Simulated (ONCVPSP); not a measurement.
# Gd: the cost of one run

Program: ONCVPSP 4.0.1.1 (patched build). Reference atom: LDA (Perdew-Wang 92), scalar-relativistic, spherical and spin-unpolarised. All values are calculated.

## 1. Settings

Typed settings, in words:

* element: gadolinium (Gd, Z = 64)
* type: optimised norm-conserving Vanderbilt (ONCV)
* frozen core: [Kr] 4d10
* valence charge: 18
* reference configuration: 4f7 5s2 5p6 5d1 6s1.5 (charge +0.5)
* partial waves: 5s+6s: rc 2.35 bohr, ncon 5, nbas 9, qcut 4.4 1/bohr, 2 projectors; 5p: rc 2.55 bohr, ncon 4, nbas 8, qcut 6.3 1/bohr, 2 projectors, debl 1.7 Ha; 5d: rc 3.40 bohr, ncon 3, nbas 8, qcut 5.5 1/bohr, 2 projectors, debl 1.4 Ha; 4f: rc 1.20 bohr, ncon 4, nbas 8, qcut 16.9 1/bohr, 1 projector
* local potential: polynomial inside 1.15 bohr (lpopt 1, dvloc0 6 Ha)
* core correction: not asked for

The nodes and maxima of the atom's own shells, from an earlier all-electron run, set the scale for the radii.

All-electron outer shells of the reference configuration (LDA (PZ), scalar-relativistic, ld1.x):

```tsv
shell	level (eV)	outermost node (bohr)	outermost maximum (bohr)
4d	-150.64	0.27	0.56
5s	-52.93	0.65	1.20
5p	-30.42	0.70	1.35
4f	-11.96	–	0.56
6s	-6.83	1.60	3.25
5d	-5.54	0.79	1.95
6p	-3.55	1.91	4.28
```

## 2. Generation

The input, Gd.dat:

```
# ATOM AND REFERENCE CONFIGURATION
# atsym  z   nc   nv     iexc    psfile
  Gd 64.00    9    5  -001012      upf
#
#   n    l    f
    1    0    2.00
    2    0    2.00
    2    1    6.00
    3    0    2.00
    3    1    6.00
    3    2   10.00
    4    0    2.00
    4    1    6.00
    4    2   10.00
    4    3    7.00
    5    0    2.00
    5    1    6.00
    5    2    1.00
    6    0    1.50
#
# PSEUDOPOTENTIAL AND OPTIMIZATION
# lmax
    3
#
#   l,   rc,      ep,       ncon, nbas, qcut
    0    2.35    0.00    5    9    4.40
    1    2.55    0.00    4    8    6.30
    2    3.40    0.00    3    8    5.50
    3    1.20    0.00    4    8   16.90
#
# LOCAL POTENTIAL
# lloc, lpopt,  rc(5),   dvloc0
    4    1    1.15    6.00
#
# VANDERBILT-KLEINMAN-BYLANDER PROJECTORs
# l, nproj, debl
    0    2    2.10
    1    2    1.70
    2    2    1.40
    3    1    0.70
#
# MODEL CORE CHARGE
# icmod, fcfact, rcfact
    0    0.00    0.00
#
# LOG DERIVATIVE ANALYSIS
# epsh1, epsh2, depsh
   -3.00    5.00    0.02
#
# OUTPUT GRID
# rlmax, drl
    6.00    0.01
#
# TEST CONFIGURATIONS
# ncnf
    4
# nvcnf
#   n    l    f
    5
    4    3    7.00
    5    0    2.00
    5    1    6.00
    5    2    1.00
    6    0    2.00
#
    5
    4    3    7.00
    5    0    2.00
    5    1    6.00
    5    2    1.00
    6    0    1.00
#
    5
    4    3    7.00
    5    0    2.00
    5    1    6.00
    5    2    1.00
    6    0    0.00
#
    6
    4    3    7.00
    5    0    2.00
    5    1    6.00
    5    2    1.00
    6    0    1.00
    6    1    1.00
#
```

The run is started by

```
$ oncvpsp.x < Gd.dat > Gd.out
```

**Question.** How long does this run take on 1 thread of Neoverse-N1, shared host?

About 7.9 s.
